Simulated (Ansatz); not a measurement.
Sn₂Pt, space group Fm-3m, a short molecular-dynamics run

Program: Ansatz's Python interface.

The cells in order, each with its output:

```python
import warnings

import ansatz as az
from ase import Atoms
from ase.neighborlist import neighbor_list
import numpy as np
```

```python
warnings.simplefilter("ignore", az.DeckWarning)
```

```python
vectors = np.array([
    [0.0, 3.2125, 3.2125],
    [3.2125, 0.0, 3.2125],
    [3.2125, 3.2125, 0.0],
])
xtal = (
    az.Lattice.of(vectors)
    .atom("Sn", (0.25, 0.25, 0.25))
    .atom("Sn", (0.75, 0.75, 0.75))
    .atom("Pt", (0.0, 0.0, 0.0))
)
```

```python
# a small cell and a short run: a test of the set-up, no statistics
base = (
    xtal.supercell(2, 1, 1).calculation()
    .functional("LDA")
    .kpoints(mesh=(2, 2, 2))
    .occupations("methfessel_paxton", width=0.05)
    .md(az.Ensemble.NVE, timestep=3.0 * az.fs, steps=20, temperature=300, initial_velocities="maxwell_boltzmann", seed=585)
)
steps = []
```

```python
def collect(event):
    if event["event"] == "md_step":
        steps.append(event["data"])


done = base.session().plan().execute(on_event=collect)
rep = done.report
```

```python
type(done).__name__, type(rep).__name__
```

    ('RunOutcome', 'dict')

```python
done.lattice.cell_ang
```

    array([[0.    , 6.425 , 6.425 ],
           [3.2125, 0.    , 3.2125],
           [3.2125, 3.2125, 0.    ]])

```python
print(" step   t (fs)     E_pot (eV)   E_kin (eV)    T (K)")
for s in steps[::1]:
    print(f"{s['step']:5d} {s['time_fs']:8.1f} {s['lagrangian_ev']:14.4f} {s['e_kin_ev']:12.4f} {s['temperature_k']:8.1f}")

temperature = np.array([s["temperature_k"] for s in steps])
print(f"mean temperature of the second half {temperature[len(steps) // 2 :].mean():.1f} K")
```

     step   t (fs)     E_pot (eV)   E_kin (eV)    T (K)
        0      0.0    -48010.0142       0.1939    300.0
        1      3.0    -48010.0158       0.1955    302.5
        2      6.0    -48010.0174       0.1970    304.9
        3      9.0    -48010.0185       0.1980    306.4
        4     12.0    -48010.0179       0.1974    305.4
        5     15.0    -48010.0154       0.1949    301.5
        6     18.0    -48010.0111       0.1907    295.0
        7     21.0    -48010.0055       0.1850    286.3
        8     24.0    -48009.9987       0.1782    275.8
        9     27.0    -48009.9909       0.1704    263.7
       10     30.0    -48009.9823       0.1619    250.5
       11     33.0    -48009.9733       0.1528    236.5
       12     36.0    -48009.9640       0.1436    222.2
       13     39.0    -48009.9547       0.1344    207.9
       14     42.0    -48009.9458       0.1254    194.1
       15     45.0    -48009.9373       0.1170    181.0
       16     48.0    -48009.9296       0.1093    169.1
       17     51.0    -48009.9228       0.1024    158.5
       18     54.0    -48009.9169       0.0966    149.5
       19     57.0    -48009.9122       0.0919    142.2
       20     60.0    -48009.9087       0.0883    136.7
    mean temperature of the second half 186.2 K

```python
kept = np.array([s["conserved_ev"] for s in steps], float)
print(f"conserved quantity (thermostat and barostat terms included) drifts by {1000 * (kept[-1] - kept[0]) / len(done.lattice.sites):+.3f} meV/atom")
```

    conserved quantity (thermostat and barostat terms included) drifts by +0.003 meV/atom

```python
symbols = [site.symbol for site in done.lattice.sites]
pairs = np.concatenate([neighbor_list("d", Atoms(symbols, positions=s["positions_ang"], cell=done.lattice.cell_ang, pbc=True), 4.5) for s in steps[len(steps) // 2 :]])
counts, edges = np.histogram(pairs, bins=np.arange(0.5, 4.51, 0.25))
for low, count in zip(edges, counts / (len(symbols) * len(steps[len(steps) // 2 :]))):
    print(f"{low:4.2f}-{low + 0.25:4.2f} A  {count:6.2f} neighbours an atom")
```

    0.50-0.75 A    0.00 neighbours an atom
    0.75-1.00 A    0.00 neighbours an atom
    1.00-1.25 A    0.00 neighbours an atom
    1.25-1.50 A    0.00 neighbours an atom
    1.50-1.75 A    0.00 neighbours an atom
    1.75-2.00 A    0.00 neighbours an atom
    2.00-2.25 A    0.00 neighbours an atom
    2.25-2.50 A    0.00 neighbours an atom
    2.50-2.75 A    1.94 neighbours an atom
    2.75-3.00 A    3.39 neighbours an atom
    3.00-3.25 A    2.85 neighbours an atom
    3.25-3.50 A    1.15 neighbours an atom
    3.50-3.75 A    0.00 neighbours an atom
    3.75-4.00 A    0.00 neighbours an atom
    4.00-4.25 A    0.00 neighbours an atom
    4.25-4.50 A    2.30 neighbours an atom

```python
with open("trajectory.xyz", "w") as handle:
    for s in steps[::5]:
        handle.write(f"{len(s['positions_ang'])}\nt = {s['time_fs']} fs\n")
        for site, xyz in zip(done.lattice.sites, s["positions_ang"]):
            handle.write("{} {:.4f} {:.4f} {:.4f}\n".format(site.symbol, *xyz))
```

It writes `trajectory.xyz`:
```text
6
t = 0.0 fs
Sn 1.6062 1.6062 1.6062
Sn 4.8187 4.8187 4.8187
Pt 0.0000 0.0000 0.0000
Sn 1.6062 4.8187 4.8187
Sn 4.8187 8.0312 8.0312
Pt 0.0000 3.2125 3.2125
6
t = 15.0 fs
Sn 1.5772 1.6112 1.6393
Sn 4.8201 4.8353 4.8266
Pt 0.0338 -0.0192 -0.0071
Sn 1.5983 4.8253 4.8085
Sn 4.8359 8.0106 8.0308
Pt -0.0225 3.2272 3.2013
6
t = 30.0 fs
Sn 1.5512 1.6161 1.6712
Sn 4.8232 4.8473 4.8286
Pt 0.0666 -0.0396 -0.0144
Sn 1.5907 4.8315 4.7989
Sn 4.8508 7.9932 8.0318
Pt -0.0458 3.2441 3.1931
6
t = 45.0 fs
Sn 1.5334 1.6177 1.6981
Sn 4.8268 4.8538 4.8228
Pt 0.0955 -0.0600 -0.0196
Sn 1.5846 4.8362 4.7898
Sn 4.8604 7.9829 8.0365
Pt -0.0683 3.2630 3.1882
6
t = 60.0 fs
Sn 1.5272 1.6137 1.7174
Sn 4.8297 4.8545 4.8084
Pt 0.1184 -0.0789 -0.0211
Sn 1.5809 4.8385 4.7805
Sn 4.8629 7.9823 8.0466
Pt -0.0883 3.2829 3.1862
```

Caveats:
- Total energies depend on the potentials; only differences at equal settings carry meaning.
- Spin is left out of this run.
- The mesh is modest for a metal, so energies can be off by several to tens of meV an atom and pressures by half a GPa or more; differences at equal mesh fare better.
- Of the deposited cell: the entry's cell lengths or inner coordinates differ somewhat from later room-temperature determinations.
- Spin-orbit coupling, which matters for elements this heavy, is left out.
- The starting cell is as deposited in a crystallographic database; the results hold for this polymorph, which needn't be the stable one.
- A small cell, a coarse mesh and a very short run: it shows the set-up and gives no equilibrium averages.
- Wall time of the script: 41 s on 1 thread of Arm Neoverse V2, with other jobs on the host, peak memory 0.53 GiB.
